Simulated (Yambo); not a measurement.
# BiTe (R-3m) in Yambo: further runs

The runs below take BiTe through optical spectrum, with PBE.

All numbers are computed with Yambo 5.3.0; they aren't measurements. Logs are shortened: lines on timing, memory, paths and dates and some standing lists are left out, and cuts for length are marked.

### Step 1. Starting point

The structure is trigonal, space group R-3m (No. 166). The conventional cell has a = 4.845 Å, b = 4.845 Å, c = 9.952 Å, α = 90.00°, β = 90.00°, γ = 120.00°. Bi (site symmetry -3m) is surrounded by 6 Te at 3.25 Å. Around Te (site symmetry -3m) lie 6 Bi at 3.25 Å.

The cell comes from a database or a generator and needn't be the stable form of this composition.

### Step 2. Optical spectrum, PBE

optics0.in reads:

```
optics
chi
Chimod= "IP"
% BndsRnXd
 1 | 36 |
%
% LongDrXd
 1 | 0 | 0 |
%
% QpntsRXd
 1 | 1 |
%
% EnRngeXd
 0 | 15 | eV
%
% DmRngeXd
 0.3 | 0.3 | eV
%
ETStpsXd= 200
```

scf.in reads:

```
&CONTROL
  calculation = 'scf'
  prefix = 'pwscf'
  outdir = './tmp'
  pseudo_dir = './pseudo'
/
&SYSTEM
  ibrav = 0
  nat = 2
  ntyp = 2
  ecutwfc = 80
  nbnd = 23
  occupations = 'smearing'
  smearing = 'fd'
  degauss = 0.00367493
  force_symmorphic = .true.
/
&ELECTRONS
  conv_thr = 4d-10
  electron_maxstep = 120
  mixing_beta = 0.5
/
ATOMIC_SPECIES
Bi   208.9804 Bi.upf
Te   127.6000 Te.upf
CELL_PARAMETERS angstrom
   2.4227077728    1.3987509848    3.3172919545
  -2.4227077728    1.3987509848    3.3172919545
   0.0000000000   -2.7975019696    3.3172919545
ATOMIC_POSITIONS crystal
Bi     0.5000000000    0.5000000000    0.5000000000
Te     0.0000000000    0.0000000000    0.0000000000
K_POINTS automatic
8 8 8 0 0 0
```

nscf.in reads:

```
&CONTROL
  calculation = 'nscf'
  prefix = 'pwscf'
  outdir = './tmp'
  pseudo_dir = './pseudo'
/
&SYSTEM
  ibrav = 0
  nat = 2
  ntyp = 2
  ecutwfc = 80
  nbnd = 36
  occupations = 'smearing'
  smearing = 'fd'
  degauss = 0.00367493
  force_symmorphic = .true.
/
&ELECTRONS
  conv_thr = 1d-08
  diago_full_acc = .true.
  diago_thr_init = 1d-06
/
ATOMIC_SPECIES
Bi   208.9804 Bi.upf
Te   127.6000 Te.upf
CELL_PARAMETERS angstrom
   2.4227077728    1.3987509848    3.3172919545
  -2.4227077728    1.3987509848    3.3172919545
   0.0000000000   -2.7975019696    3.3172919545
ATOMIC_POSITIONS crystal
Bi     0.5000000000    0.5000000000    0.5000000000
Te     0.0000000000    0.0000000000    0.0000000000
K_POINTS automatic
8 8 8 0 0 0
```

Potentials or basis: PseudoDojo 0.4.1 SR PBE standard.

Run with:

```
OMP_NUM_THREADS=1 pw.x -in scf.in > scf.out
OMP_NUM_THREADS=1 pw.x -in nscf.in > nscf.out
cd tmp/pwscf.save; p2y; mv SAVE ../..; cd ../..
OMP_NUM_THREADS=1 yambo
OMP_NUM_THREADS=1 yambo -F optics0.in -J optics0 -C optics0_out
```

Yambo's report:

```text
[... sections 02.01 to 02.04 as in the set-up run ...]

[... 5 lines left out ...]
  [X] Bosonic    Temperature                        :  0.258606E-1   300.100    [eV K]
  [X] Finite Temperature mode                       : yes
  [X] El. density                                   :  0.45961E+24 [cm-3]
  [X] Fermi Level                                   :  10.10948 [eV]

  [X] === Gaps and Widths ===
  [X] Conduction Band Min                           :  10.10948 [eV]
  [X] Valence Band Max                              :  10.10948 [eV]
  [X] Filled Bands                                  :  15
  [X] Metallic Bands                                :  16  18
  [X] Empty Bands                                   :   19   36

  [X] === Metallic Characters ===
  [X] N of el / N of met el                         :  31.00000   1.18549
  [X] Average metallic occ.                         :  0.098791

  [WARNING] [X] Metallic system

 [03] Transferred momenta grid and indexing
 ==========================================

 IBZ Q-points                                      :   65
 BZ  Q-points                                      :   512

 K/Q-points units:
 rlu = crystal or reduced units; cc = cartesian coordinates; iku = interal k-units

 Q [ 1]         [rlu]:  0.000000  0.000000  0.000000
 Q [ 2]         [rlu]:  0.12515E-17  0.12515E-17  0.12500
 Q [ 3]         [rlu]:  0.16349E-16  0.16349E-16  0.25000
 Q [ 4]         [rlu]:  0.31367E-16  0.59122E-16  0.37500
 Q [ 5]         [rlu]: -0.32698E-16 -0.32698E-16 -0.50000
 Q [ 6]         [rlu]:  0.44105E-16  0.12500      0.12500
 Q [ 7]         [rlu]:  0.45308E-16  0.12500      0.25000
 Q [ 8]         [rlu]:  0.88209E-16  0.12500      0.37500
 Q [ 9]         [rlu]:  0.63371E-17  0.12500      0.50000
 Q [10]         [rlu]:  0.11407E-16  0.12500     -0.37500
 Q [11]         [rlu]: -0.12197E-17  0.12500     -0.25000
 Q [12]         [rlu]:  0.33402E-16  0.12500     -0.12500
 Q [13]         [rlu]:  0.88209E-16  0.25000      0.25000
 Q [14]         [rlu]:  0.11717E-15  0.25000      0.37500
 Q [15]         [rlu]: -0.47779E-16  0.25000      0.50000
[... 33 lines left out ...]
 Q [49]         [rlu]:  0.250000  0.250000  0.500000
 Q [50]         [rlu]:  0.250000  0.250000  0.625000

 Remaining 15 points informations can be written running with -fatlog

 [04] Dipoles
 ============

  [04.01] Setup: observables and procedures
  =========================================

  [WF-Oscillators/G space/Transverse up loader] Normalization (few states)  min/max  :  0.70087E-18   1.0000

  [WR./optics0//ndb.dipoles]------------------------------------------------------
   Brillouin Zone Q/K grids (IBZ/BZ)                :    65   512    65   512
   RL vectors                                       :   6799 [WF]
   Fragmentation                                    : yes
   Electronic Temperature                           :  300.1000 [K]
   Bosonic    Temperature                           :  300.1000 [K]
   DIP band range                                   :    1   36
   DIP band range limits                            :  18  16
   DIP e/h energy range                             : -1.000000 -1.000000 [eV]
   RL vectors in the sum                            :   6799
   [r,Vnl] included                                 : yes
   Bands ordered                                    : yes
   Direct v evaluation                              : no
   Approach used                                    : G-space v
   Dipoles computed                                 : R V P [G-space]
   Wavefunctions                                    : Perdew, Burke & Ernzerhof(X)+Perdew, Burke & Ernzerhof(C)

  [WARNING] [r,Vnl^pseudo] included in position and velocity dipoles.

  [WARNING] In case H contains other non local terms, these are neglected

 [05] Optics
 ===========

 [X-CG] R(p) Tot o/o(of R):   17613  168564     100

 [WARNING] The system is a metal but Drude term not included.
```

Wall time 2.7 min (1 thread of Arm Neoverse V2, shared host); peak memory 0.28 GiB.

What came out:

| Item | Value |
| --- | --- |
| Band gap on the k mesh, mean-field level | none (metal or under the smearing width) |

Dielectric function (along the field direction of the input):
| energy (eV) | real part | imaginary part |
| --- | --- | --- |
| 0.30 | 31.09 | 44.93 |
| 0.75 | 2.13 | 20.15 |
| 1.28 | 6.33 | 14.70 |
| 1.81 | -0.73 | 11.46 |
| 2.26 | -0.96 | 8.05 |
| 2.79 | -1.33 | 5.95 |
| 3.32 | -1.34 | 3.56 |
| 3.84 | -0.36 | 2.21 |
| 4.30 | 0.57 | 1.67 |
| 4.82 | 1.46 | 1.49 |
| 5.35 | 2.36 | 1.92 |
| 5.80 | 2.66 | 2.97 |
| 6.33 | 1.84 | 4.01 |
| 6.86 | 1.03 | 3.99 |
| 7.39 | -0.58 | 3.79 |
| 7.84 | -0.79 | 2.65 |
| 8.37 | -0.64 | 1.96 |
| 8.89 | -0.53 | 1.62 |
| 9.42 | -0.23 | 1.24 |
| 9.87 | -0.15 | 1.15 |
| 10.40 | 0.03 | 0.98 |
| 10.93 | 0.14 | 0.93 |
| 11.38 | 0.20 | 0.92 |
| 11.91 | 0.18 | 0.84 |
| 12.44 | 0.24 | 0.76 |
| 12.96 | 0.30 | 0.77 |
| 13.42 | 0.28 | 0.71 |
| 13.94 | 0.28 | 0.68 |
| 14.47 | 0.27 | 0.62 |
| 15.00 | 0.25 | 0.52 |

Caveat: the intraband (Drude) term of the metal is left out; the ground state has no gap, which makes the many-body step unreliable; spectra need much finer meshes, so this one isn't converged; independent-particle spectra lack excitons; spin-orbit coupling is left out, which moves the levels of the heavy elements.

### Step 3. Optical spectrum, PBE

optics1.in reads:

```
optics
chi
Chimod= "HARTREE"
% BndsRnXd
 1 | 36 |
%
NGsBlkXd= 2 Ry
% LongDrXd
 1 | 0 | 0 |
%
% QpntsRXd
 1 | 1 |
%
% EnRngeXd
 0 | 30 | eV
%
% DmRngeXd
 0.1 | 0.1 | eV
%
ETStpsXd= 200
```

scf.in is that of step 2.

nscf.in is that of step 2.

Potentials or basis: PseudoDojo 0.4.1 SR PBE standard.

Run with:

```
OMP_NUM_THREADS=1 pw.x -in scf.in > scf.out
OMP_NUM_THREADS=1 pw.x -in nscf.in > nscf.out
cd tmp/pwscf.save; p2y; mv SAVE ../..; cd ../..
OMP_NUM_THREADS=1 yambo
OMP_NUM_THREADS=1 yambo -F optics1.in -J optics1 -C optics1_out
```

Yambo's report:

```text
[... sections 02.01 to 02.04 as in the set-up run ...]

[... 5 lines left out ...]
  [X] Bosonic    Temperature                        :  0.258606E-1   300.100    [eV K]
  [X] Finite Temperature mode                       : yes
  [X] El. density                                   :  0.45961E+24 [cm-3]
  [X] Fermi Level                                   :  10.10948 [eV]

  [X] === Gaps and Widths ===
  [X] Conduction Band Min                           :  10.10948 [eV]
  [X] Valence Band Max                              :  10.10948 [eV]
  [X] Filled Bands                                  :  15
  [X] Metallic Bands                                :  16  18
  [X] Empty Bands                                   :   19   36

  [X] === Metallic Characters ===
  [X] N of el / N of met el                         :  31.00000   1.18549
  [X] Average metallic occ.                         :  0.098791

  [WARNING] [X] Metallic system

 [03] Transferred momenta grid and indexing
 ==========================================

 IBZ Q-points                                      :   65
 BZ  Q-points                                      :   512

 K/Q-points units:
 rlu = crystal or reduced units; cc = cartesian coordinates; iku = interal k-units

 Q [ 1]         [rlu]:  0.000000  0.000000  0.000000
 Q [ 2]         [rlu]:  0.12515E-17  0.12515E-17  0.12500
 Q [ 3]         [rlu]:  0.16349E-16  0.16349E-16  0.25000
 Q [ 4]         [rlu]:  0.31367E-16  0.59122E-16  0.37500
 Q [ 5]         [rlu]: -0.32698E-16 -0.32698E-16 -0.50000
 Q [ 6]         [rlu]:  0.44105E-16  0.12500      0.12500
 Q [ 7]         [rlu]:  0.45308E-16  0.12500      0.25000
 Q [ 8]         [rlu]:  0.88209E-16  0.12500      0.37500
 Q [ 9]         [rlu]:  0.63371E-17  0.12500      0.50000
 Q [10]         [rlu]:  0.11407E-16  0.12500     -0.37500
 Q [11]         [rlu]: -0.12197E-17  0.12500     -0.25000
 Q [12]         [rlu]:  0.33402E-16  0.12500     -0.12500
 Q [13]         [rlu]:  0.88209E-16  0.25000      0.25000
 Q [14]         [rlu]:  0.11717E-15  0.25000      0.37500
 Q [15]         [rlu]: -0.47779E-16  0.25000      0.50000
[... 33 lines left out ...]
 Q [49]         [rlu]:  0.250000  0.250000  0.500000
 Q [50]         [rlu]:  0.250000  0.250000  0.625000

 Remaining 15 points informations can be written running with -fatlog

 [04] Dipoles
 ============

  [04.01] Setup: observables and procedures
  =========================================

  [WF-Oscillators/G space/Transverse up loader] Normalization (few states)  min/max  :  0.70087E-18   1.0000

  [WR./optics1//ndb.dipoles]------------------------------------------------------
   Brillouin Zone Q/K grids (IBZ/BZ)                :    65   512    65   512
   RL vectors                                       :   6799 [WF]
   Fragmentation                                    : yes
   Electronic Temperature                           :  300.1000 [K]
   Bosonic    Temperature                           :  300.1000 [K]
   DIP band range                                   :    1   36
   DIP band range limits                            :  18  16
   DIP e/h energy range                             : -1.000000 -1.000000 [eV]
   RL vectors in the sum                            :   6799
   [r,Vnl] included                                 : yes
   Bands ordered                                    : yes
   Direct v evaluation                              : no
   Approach used                                    : G-space v
   Dipoles computed                                 : R V P [G-space]
   Wavefunctions                                    : Perdew, Burke & Ernzerhof(X)+Perdew, Burke & Ernzerhof(C)

  [WARNING] [r,Vnl^pseudo] included in position and velocity dipoles.

  [WARNING] In case H contains other non local terms, these are neglected

 [05] Optics
 ===========

 [X-CG] R(p) Tot o/o(of R):   17613  168564     100

 [WARNING] The system is a metal but Drude term not included.
```

Wall time 2.8 min (1 thread of Arm Neoverse V2, shared host); peak memory 0.83 GiB.

Results:

```
Band gap on the k mesh, mean-field level : none (metal or under the smearing width)
Peak of the energy-loss function         : 16.6 eV
```

Dielectric function (along the field direction of the input):
```tsv
energy (eV)	real part	imaginary part
0.30	-3.10	92.00
0.90	-2.85	8.17
1.51	-8.32	20.91
2.26	-1.88	9.08
2.86	-2.59	6.58
3.62	-1.48	2.17
4.22	-0.25	1.11
4.97	1.11	0.92
5.58	2.26	1.53
6.33	2.08	3.45
6.93	1.63	2.73
7.69	-0.43	2.54
8.29	-0.61	1.76
9.05	-0.66	1.25
9.65	-0.04	1.07
10.40	0.10	0.75
11.01	0.22	0.62
11.76	0.31	0.69
12.36	0.35	0.60
13.12	0.54	0.53
13.72	0.52	0.47
14.47	0.60	0.45
15.08	0.60	0.49
15.83	0.40	0.69
16.43	0.32	0.47
17.19	0.55	0.25
17.79	0.56	0.23
18.54	0.63	0.21
19.15	0.64	0.19
19.90	0.70	0.19
```

Energy-loss function:
```json
{"energy (eV)": "0.0", "loss": "0.000"}
{"energy (eV)": "1.4", "loss": "0.031"}
{"energy (eV)": "2.6", "loss": "0.133"}
{"energy (eV)": "3.9", "loss": "0.432"}
{"energy (eV)": "5.3", "loss": "0.341"}
{"energy (eV)": "6.5", "loss": "0.284"}
{"energy (eV)": "7.8", "loss": "0.387"}
{"energy (eV)": "9.2", "loss": "0.828"}
{"energy (eV)": "10.4", "loss": "1.312"}
{"energy (eV)": "11.8", "loss": "1.201"}
{"energy (eV)": "13.1", "loss": "0.933"}
{"energy (eV)": "14.3", "loss": "0.892"}
{"energy (eV)": "15.7", "loss": "0.757"}
{"energy (eV)": "16.9", "loss": "0.844"}
{"energy (eV)": "18.2", "loss": "0.513"}
{"energy (eV)": "19.6", "loss": "0.298"}
{"energy (eV)": "20.8", "loss": "0.193"}
{"energy (eV)": "22.2", "loss": "0.209"}
{"energy (eV)": "23.5", "loss": "0.291"}
{"energy (eV)": "24.7", "loss": "0.210"}
{"energy (eV)": "26.1", "loss": "0.197"}
{"energy (eV)": "27.4", "loss": "0.403"}
{"energy (eV)": "28.6", "loss": "0.186"}
{"energy (eV)": "30.0", "loss": "0.082"}
```

Caveat: the intraband (Drude) term of the metal is left out; the ground state has no gap, which makes the many-body step unreliable; spectra need much finer meshes, so this one isn't converged; these spectra lack excitons; spin-orbit coupling is left out, which moves the levels of the heavy elements.

[end of part 1 of 2]
